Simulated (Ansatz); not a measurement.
**CCSDT/ANO-RCC-MB (sfX2C, accuracy low, nuclear model gaussian) run of CH4AlNO (SMILES C1[NH][AlH][O]1)**

Aim: the vertical ionisation energy of CH4AlNO at CCSDT/ANO-RCC-MB (sfX2C, accuracy low, nuclear model gaussian), from 2 runs. 

The results are computed with Ansatz 0.2.0.

5 further runs of the same task are left out: 2 for a known fault of the program, 1 that didn't finish, 2 set aside as unsound or not needed.

### Step 1. The system as given

The species is CH4AlNO (8 atoms), meant as a singlet with charge 0. As SMILES, `C1[NH][AlH][O]1`. The coordinates come from a PBE0-D4/def2-TZVP relaxation.

Bond lengths: C1–N2 1.466 Å, N2–Al3 1.758 Å, C1–O4 1.423 Å, Al3–O4 1.732 Å, C1–H5 1.099 Å, C1–H6 1.099 Å, N2–H7 1.002 Å, Al3–H8 1.569 Å. Some angles: C1–N2–Al3 87.4°, N2–C1–O4 102.5°, N2–Al3–O4 80.4°, C1–O4–Al3 89.8°, C1–N2–H7 120.2°, Al3–N2–H7 152.4°, N2–C1–H5 112.7°, N2–C1–H6 112.7°, O4–C1–H5 109.9°, O4–C1–H6 109.9°.

### Step 2. A single-point energy at CCSDT/ANO-RCC-MB (sfX2C, accuracy low, nuclear model gaussian)

molecule.yaml

```yaml
basis:
  gaussian:
    orbitals: ANO-RCC-MB.json
    nuclear_model: gaussian
crystal:
  periodic: [false, false, false]
  atoms:
    - symbol: C
      position_ang: [-0.254000, 0.762000, -0.440000]
    - symbol: N
      position_ang: [0.576900, 0.253100, 0.654700]
    - symbol: Al
      position_ang: [0.036100, -1.359500, 0.209100]
    - symbol: O
      position_ang: [-0.820500, -0.429100, -0.975000]
    - symbol: H
      position_ang: [0.332400, 1.276900, -1.213500]
    - symbol: H
      position_ang: [-1.052500, 1.431000, -0.090700]
    - symbol: H
      position_ang: [1.107700, 0.887000, 1.221500]
    - symbol: H
      position_ang: [0.166000, -2.878600, 0.578000]
hamiltonian:
  pseudopotentials:
    relativity: scalar
correlation:
  method: ccsdt
  frozen_orbitals: {Al: 5, C: 1, H: 0, "N": 1, O: 1}
  diis_vectors: 3
accuracy: low
scf:
  omitted_lower_state_checks: [cluster_reference]
```

The basis set ANO-RCC-MB is read from a file made from the Basis Set Exchange's data (not shown).

Started as:

```sh
$ ansatz run molecule.yaml --threads 1 --pin off --max-ram 2610MiB --events-out events.jsonl --progress --plain --runs-dir runs
```

Standard output:

```text
Warning: RAYON_NUM_THREADS=1 ignored (pool sized by the plan → 1); use --threads N
Functional definition: HF
  name "HF"
  exchange = exact_x
  correlation = 0
these checks for a lower state are left out or cut short: cluster_reference
642 factors; integrals over basis functions are off by at most 3.5e-8 eV
mean field evaluation 1: about -11201.0853 eV, gradient 3.0e1 eV
mean field evaluation 2: about -11201.2563 eV, gradient 3.0e1 eV
mean field evaluation 4: about -11204.5204 eV, gradient 1.9e0 eV
mean field evaluation 8: about -11204.5368 eV, gradient 2.5e-4 eV
mean field -11204.53676041 eV, -411.7591312372 hartree, gradient 1.5e-6 eV, S^2 0.000000; 0 other end points of the search recorded, 0 dependent functions left out
8 core orbitals not correlated: weight in the atoms' cores, before any rotation towards them, 1.000 or more for the frozen orbitals, at most 0.000 for the correlated occupied ones
reference -11204.53676041 eV, -411.7591312372 hartree; 11, 11 occupied and 9, 9 virtual orbitals, 642 factors
second order -4.81970897 eV of doubles, -0.00000000 eV of singles
cycle   1  -5.28408071 eV  change   -4.6e-1 eV  update   1.4e-1
cycle   2  -5.75665400 eV  change   -4.7e-1 eV  update   6.4e-2
cycle   3  -6.02925477 eV  change   -2.7e-1 eV  update   3.7e-2
cycle   4  -6.04952108 eV  change   -2.0e-2 eV  update   1.2e-2
cycle   5  -6.05047714 eV  change   -9.6e-4 eV  update   6.3e-3
cycle   6  -6.04461550 eV  change    5.9e-3 eV  update   3.2e-3
cycle   7  -6.04404677 eV  change    5.7e-4 eV  update   1.2e-3
cycle   8  -6.04142888 eV  change    2.6e-3 eV  update   6.6e-4
cycle   9  -6.04053291 eV  change    9.0e-4 eV  update   3.6e-4
cycle  10  -6.04015795 eV  change    3.7e-4 eV  update   1.8e-4
cycle  11  -6.03990248 eV  change    2.6e-4 eV  update   1.2e-4
cycle  12  -6.03988931 eV  change    1.3e-5 eV  update   5.8e-5
cycle  13  -6.03986863 eV  change    2.1e-5 eV  update   3.7e-5
cycle  14  -6.03987216 eV  change   -3.5e-6 eV  update   1.8e-5
cycle  15  -6.03987673 eV  change   -4.6e-6 eV  update   9.5e-6
cycle  16  -6.03987750 eV  change   -7.7e-7 eV  update   5.7e-6
cycle  17  -6.03987644 eV  change    1.1e-6 eV  update   3.5e-6
cycle  18  -6.03987788 eV  change   -1.4e-6 eV  update   2.0e-6
Total energy: -11210.57663829 eV, -411.9810926555 hartree
Relativity: scalar
Checks for a lower state left out: cluster_reference
```

Wall time 3.9 s (1 thread of AMD EPYC 9R14 (Zen 4), shared host); peak memory 0.26 GiB.

### Step 3. The doublet cation, same level

Edit molecule.yaml of step 2 so:

```diff
@@ -1,5 +1 @@
-basis:
-  gaussian:
-    orbitals: ANO-RCC-MB.json
-    nuclear_model: gaussian
 crystal:
@@ -23,2 +19,10 @@
       position_ang: [0.166000, -2.878600, 0.578000]
+basis:
+  gaussian:
+    orbitals: ANO-RCC-MB.json
+    nuclear_model: gaussian
+total_charge: 1
+magnetization:
+  spin_polarized: false
+  initial_magnetization: 1
 hamiltonian:
```

The basis set ANO-RCC-MB is read from a file made from the Basis Set Exchange's data (not shown).

Started as:

```sh
$ ansatz run molecule.yaml --threads 1 --pin off --max-ram 2610MiB --events-out events.jsonl --progress --plain --runs-dir runs
```

Standard output:

```text
Warning: RAYON_NUM_THREADS=1 ignored (pool sized by the plan → 1); use --threads N
[... 4 set-up lines as earlier in the session ...]
these checks for a lower state are left out or cut short: cluster_reference
639 factors; integrals over basis functions are off by at most 3.5e-8 eV
mean field evaluation 1: about -11190.2417 eV, gradient 3.6e1 eV
mean field evaluation 2: about -11190.4026 eV, gradient 3.5e1 eV
mean field evaluation 4: about -11194.1162 eV, gradient 2.5e1 eV
mean field evaluation 8: about -11196.2534 eV, gradient 2.6e-1 eV
mean field evaluation 16: about -11195.1459 eV, gradient 8.4e0 eV
mean field evaluation 32: about -11195.2803 eV, gradient 1.4e1 eV
mean field -11196.24772587 eV, -411.4545148366 hartree, gradient 9.5e-6 eV, S^2 0.750000; 3 other end points of the search recorded, 0 dependent functions left out
8 core orbitals not correlated: weight in the atoms' cores, before any rotation towards them, 1.000 or more for the frozen orbitals, at most 0.000 for the correlated occupied ones
reference -11196.24772587 eV, -411.4545148366 hartree; 11, 10 occupied and 9, 10 virtual orbitals, 639 factors
second order -4.24746481 eV of doubles, -0.03802763 eV of singles
cycle   1  -4.87154964 eV  change   -5.8e-1 eV  update   1.2e-1
cycle   2  -5.26203504 eV  change   -3.9e-1 eV  update   5.8e-2
cycle   3  -5.53739846 eV  change   -2.8e-1 eV  update   3.8e-2
cycle   4  -5.56816681 eV  change   -3.1e-2 eV  update   1.4e-2
cycle   5  -5.57670353 eV  change   -8.5e-3 eV  update   9.8e-3
cycle   6  -5.57729725 eV  change   -5.9e-4 eV  update   6.5e-3
cycle   7  -5.57480011 eV  change    2.5e-3 eV  update   5.1e-3
cycle   8  -5.57485604 eV  change   -5.6e-5 eV  update   4.7e-3
cycle   9  -5.57445165 eV  change    4.0e-4 eV  update   4.0e-3
cycle  10  -5.57563505 eV  change   -1.2e-3 eV  update   3.7e-3
cycle  11  -5.57635505 eV  change   -7.2e-4 eV  update   2.6e-3
cycle  12  -5.57882929 eV  change   -2.5e-3 eV  update   2.0e-3
cycle  13  -5.57850411 eV  change    3.3e-4 eV  update   1.5e-3
cycle  14  -5.57915796 eV  change   -6.5e-4 eV  update   1.0e-3
cycle  15  -5.57887847 eV  change    2.8e-4 eV  update   7.0e-4
cycle  16  -5.57878891 eV  change    9.0e-5 eV  update   5.9e-4
cycle  17  -5.57877581 eV  change    1.3e-5 eV  update   4.4e-4
cycle  18  -5.57857563 eV  change    2.0e-4 eV  update   3.7e-4
cycle  19  -5.57865085 eV  change   -7.5e-5 eV  update   3.1e-4
cycle  20  -5.57856753 eV  change    8.3e-5 eV  update   2.5e-4
cycle  21  -5.57857711 eV  change   -9.6e-6 eV  update   2.3e-4
cycle  22  -5.57858065 eV  change   -3.5e-6 eV  update   2.0e-4
cycle  23  -5.57855975 eV  change    2.1e-5 eV  update   1.9e-4
cycle  24  -5.57857812 eV  change   -1.8e-5 eV  update   1.8e-4
cycle  25  -5.57850739 eV  change    7.1e-5 eV  update   1.6e-4
cycle  26  -5.57846819 eV  change    3.9e-5 eV  update   1.5e-4
cycle  27  -5.57838865 eV  change    8.0e-5 eV  update   1.1e-4
cycle  28  -5.57832625 eV  change    6.2e-5 eV  update   9.7e-5
cycle  29  -5.57826053 eV  change    6.6e-5 eV  update   6.7e-5
cycle  30  -5.57823413 eV  change    2.6e-5 eV  update   5.0e-5
cycle  31  -5.57821426 eV  change    2.0e-5 eV  update   3.6e-5
cycle  32  -5.57820150 eV  change    1.3e-5 eV  update   3.4e-5
cycle  33  -5.57819780 eV  change    3.7e-6 eV  update   2.9e-5
cycle  34  -5.57820582 eV  change   -8.0e-6 eV  update   2.4e-5
cycle  35  -5.57821556 eV  change   -9.7e-6 eV  update   2.0e-5
cycle  36  -5.57822395 eV  change   -8.4e-6 eV  update   1.3e-5
cycle  37  -5.57822951 eV  change   -5.6e-6 eV  update   9.3e-6
cycle  38  -5.57823253 eV  change   -3.0e-6 eV  update   6.8e-6
cycle  39  -5.57823942 eV  change   -6.9e-6 eV  update   5.7e-6
cycle  40  -5.57824283 eV  change   -3.4e-6 eV  update   3.8e-6
cycle  41  -5.57824048 eV  change    2.4e-6 eV  update   2.7e-6
cycle  42  -5.57824158 eV  change   -1.1e-6 eV  update   2.1e-6
Total energy: -11201.82596746 eV, -411.6595114336 hartree
Relativity: scalar
Checks for a lower state left out: cluster_reference
```

Wall time 8.1 s (1 thread of AMD EPYC 9R14 (Zen 4), shared host); peak memory 0.26 GiB.

### Step 4. Results

Level: CCSDT/ANO-RCC-MB (sfX2C, accuracy low, nuclear model gaussian), 8 core orbitals frozen.

| quantity | value |
| --- | --- |
| singlet CH4AlNO: total energy | -411.98109 Eh |
| singlet CH4AlNO: correlation energy (8 core orbitals frozen) | -222.0 mEh |
| singlet CH4AlNO: T1 diagnostic | 0.025 |
| doublet cation: total energy | -411.65951 Eh |
| doublet cation: correlation energy (8 core orbitals frozen) | -205.0 mEh |
| doublet cation: ⟨S²⟩ of the reference determinant | 0.750 |
| doublet cation: T1 diagnostic | 0.032 |
| vertical ionisation energy (to the doublet cation) | 8.751 eV |

**Reading.** Removing an electron at fixed nuclei costs 8.75 eV (844 kJ/mol). In a minimal basis such a difference can be off by several eV, whatever the method. The T1 diagnostic (singlet CH4AlNO) of 0.025 is above the customary mark for such species, so a single reference may not serve. The accuracy setting (singlet CH4AlNO) is loose, so the last digits carry no meaning. The accuracy setting (doublet cation) is loose, so the last digits carry no meaning.
